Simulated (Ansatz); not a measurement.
# C₂H₇BFNO: small, medium and large basis sets

How large a basis does C₂H₇BFNO need? Two functionals are run in growing sets.

Method: one geometry, several basis sets; program: Ansatz 0.2.0, Gaussian basis.

The runs, in order: PBE0-D4/def2-SVP; ωB97M-V/def2-SVP; PBE0-D4/def2-QZVPP; ωB97M-V/def2-QZVPP; the functionals' def2-TZVPP values are taken from earlier runs.

### Step 1. The relaxed structure

The geometry comes from an earlier relaxation with PBE0-D4 in a triple-zeta def2 set; it is a stationary point, not always the lowest conformer.

13 atoms, charge 0, spin multiplicity 1.

Atoms are counted from 1 here; the program's logs count them from 0.

Bond lengths: C1–N2 1.444 Å, C1–H7 1.088 Å, C1–H8 1.097 Å, C1–H9 1.097 Å, N2–C3 1.438 Å, N2–B4 1.409 Å, C3–H10 1.097 Å, C3–H11 1.097 Å, C3–H12 1.091 Å, B4–O5 1.365 Å, B4–F6 1.340 Å, O5–H13 0.957 Å. Angles: N2–C1–H7 110.2°, N2–C1–H8 111.0°, N2–C1–H9 111.0°, H7–C1–H8 108.5°, H7–C1–H9 108.5°, H8–C1–H9 107.6°, C1–N2–C3 113.4°, C1–N2–B4 122.0°, C3–N2–B4 124.6°, N2–C3–H10 111.3°, N2–C3–H11 111.3°, N2–C3–H12 111.8°, H10–C3–H11 107.6°, H10–C3–H12 107.3°, H11–C3–H12 107.3°, N2–B4–O5 126.3°, N2–B4–F6 118.7°, O5–B4–F6 115.1° and more.

### Step 2. PBE0-D4 in def2-SVP

Input file in.yaml:

```yaml
crystal:
  periodic: [false, false, false]
  atoms:
    - {symbol: C, position_ang: [-0.406931, -1.230668, 0.851415]}
    - {symbol: N, position_ang: [-0.097846, -0.058376, 0.067405]}
    - {symbol: C, position_ang: [1.259900, -0.028920, -0.404864]}
    - {symbol: B, position_ang: [-1.057217, 0.940471, -0.191808]}
    - {symbol: O, position_ang: [-0.861426, 2.078494, -0.919456]}
    - {symbol: F, position_ang: [-2.291597, 0.791424, 0.308681]}
    - {symbol: H, position_ang: [-1.443139, -1.199855, 1.181056]}
    - {symbol: H, position_ang: [0.237683, -1.292310, 1.736895]}
    - {symbol: H, position_ang: [-0.255655, -2.146010, 0.266017]}
    - {symbol: H, position_ang: [1.971896, -0.044087, 0.429774]}
    - {symbol: H, position_ang: [1.478568, -0.894404, -1.042820]}
    - {symbol: H, position_ang: [1.465734, 0.867915, -0.991421]}
    - {symbol: H, position_ang: [0.020528, 2.181526, -1.276076]}
basis:
  gaussian: {orbitals: def2-SVP}
hamiltonian: {xc: pbe0, dispersion: d4}
output: {orbitals: {seedname: orbitals}}
```

Started as:

```bash
ansatz run in.yaml --threads 2 --pin off --events-out ev --progress --plain --max-ram 32768MiB --backend cpu
```

Further steps of the session: ωB97M-V in def2-SVP; PBE0-D4 in def2-QZVPP; ωB97M-V in def2-QZVPP.

Before running them: what should the planned runs give, taken together? Wanted: PBE0-D4: double and triple zeta above quadruple; ωB97M-V: double and triple zeta above quadruple.

As calculated:

| quantity | value |
| --- | --- |
| PBE0-D4: double and triple zeta above quadruple | 11.08, 0.51 eV |
| ωB97M-V: double and triple zeta above quadruple | 11.39, 0.49 eV |

**Reading.** PBE0-D4 gains 10.56 eV from double to triple zeta, then 0.51 eV more. Total energies overstate the basis error of differences, where much of it tends to cancel. The LUMO of ωB97M-V is positive and keeps falling with the basis (2.86 to 1.39 eV): an unbound level that the basis holds in place.
